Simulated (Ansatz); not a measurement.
# Li+ with SiNH5: structure and interaction energy

One table from this session's results is given with a row withheld; the runs are named, their logs left out.

Method: PBE0-D4 structure, single points in def2-TZVPPD; program: Ansatz 0.2.0, Gaussian basis.

Levels: PBE-D4, revPBE-D4, BLYP-D4, r2SCAN-D4, B97M-V, PBE0-D4, B3LYP-D4, HSE06-D4, wB97X-V, wB97M-V, B2PLYP, Hartree-Fock, MP2, CCSD, CCSD(T). The reference is CCSD(T) extrapolated to the basis limit.

Correlated methods freeze the cores. The outer core shell of Li, Na, Mg and K is correlated. B3LYP uses VWN-RPA correlation. B2PLYP carries no dispersion term here.

164 further runs of the same task are left out: 1 that didn't finish, 163 set aside as unsound or not needed.

**Starting geometry**

The pair, from a GFN2-xTB docking trial: 8 atoms, charge 1, spin multiplicity 1.

Atoms are counted from 1 here; the program's logs count them from 0.

Bond lengths: Li1–N3 1.966 Å, Si2–N3 1.819 Å, Si2–H4 1.467 Å, Si2–H5 1.463 Å, Si2–H6 1.462 Å, N3–H7 1.019 Å, N3–H8 1.019 Å. Angles: N3–Si2–H4 101.5°, N3–Si2–H5 101.6°, N3–Si2–H6 108.1°, H4–Si2–H5 115.6°, H4–Si2–H6 113.9°, H5–Si2–H6 114.2°, Li1–N3–Si2 124.5°, Li1–N3–H7 106.6°, Li1–N3–H8 106.0°, Si2–N3–H7 107.0°, Si2–N3–H8 107.0°, H7–N3–H8 104.1°.

Geometry (Å):

```xyz
8

Li   -0.6369   -0.1213   -2.3954
Si   -0.1696    0.4477    0.8728
N     0.2300   -0.4447   -0.6608
H    -0.0284    1.8437    0.4451
H    -1.5395   -0.0008    1.1244
H     0.7908    0.0422    1.8980
H     0.1243   -1.4387   -0.4636
H     1.2293   -0.3282   -0.8205
```

Atoms 1 to 1 are fragment A (Li+), the rest fragment B (SiNH5).

Set-up of the first run:

pre/in.yaml

```yaml
crystal:
  periodic: [false, false, false]
  atoms:
    - {symbol: Li, position_ang: [-0.636900, -0.121300, -2.395400]}
    - {symbol: Si, position_ang: [-0.169600, 0.447700, 0.872800]}
    - {symbol: N, position_ang: [0.230000, -0.444700, -0.660800]}
    - {symbol: H, position_ang: [-0.028400, 1.843700, 0.445100]}
    - {symbol: H, position_ang: [-1.539500, -0.000800, 1.124400]}
    - {symbol: H, position_ang: [0.790800, 0.042200, 1.898000]}
    - {symbol: H, position_ang: [0.124300, -1.438700, -0.463600]}
    - {symbol: H, position_ang: [1.229300, -0.328200, -0.820500]}
basis:
  gaussian: {orbitals: def2-SVP}
total_charge: 1
hamiltonian: {xc: pbe, dispersion: d4}
relax: {f_tol: 0.03, max_steps: 250}
```

On the command line:

```
> ansatz run in.yaml --threads 2 --pin off --events-out ev --progress --plain --max-ram 5222MiB
```

Steps of the session up to this table: A first relaxation in a small basis; Relaxation at PBE0-D4; wB97X-V/def2-TZVPPD; wB97M-V/def2-TZVPPD; B2PLYP/def2-TZVPPD; B97M-V/def2-TZVPPD; CCSD(T)/def2-TZVPPD; MP2/def2-QZVPPD; Hartree-Fock/STO-3G; SPW92/def2-SVP; wB97M-V/def2-SVP; CCSD(T)/def2-SVP; Vibrations of the pair.

One table of the session follows, with a row left open; its other results are not shown here.

| method | interaction (kJ/mol) |
| --- | --- |
| PBE-D4 | -164.42 |
| revPBE-D4 | -159.92 |
| BLYP-D4 | -164.79 |
| r2SCAN-D4 | -156.70 |
| B97M-V | -156.34 |
| PBE0-D4 | -167.97 |
| B3LYP-D4 | -168.87 |
| HSE06-D4 | -167.87 |
| wB97X-V | ? |
| wB97M-V | -164.60 |
| B2PLYP | -165.24 |
| Hartree-Fock | -165.82 |
| MP2 | -158.38 |
| CCSD | -160.26 |
| CCSD(T) | -158.54 |
| CCSD(T)/CBS | -161.80 |

Q: Estimate the row for wB97X-V from the others.

The run gave: interaction (kJ/mol): -165.40. In the column «interaction (kJ/mol)» it lies between Hartree-Fock (-165.82) and B2PLYP (-165.24).

Among the levels timed on like hardware and quicker than the yardstick, those that no quicker one beats, quickest first: PBE-D4 (5.1 s, -2.63 kJ/mol); revPBE-D4 (5.4 s, +1.88 kJ/mol).

For cost: revPBE-D4 gets within 1.88 kJ/mol in 5.4 s, where CCSD(T)/CBS took 96 s; the quickest level in the cost chart, PBE-D4, takes 5.1 s and misses by 2.63 kJ/mol.

Limits of these values: A lower arrangement may exist.
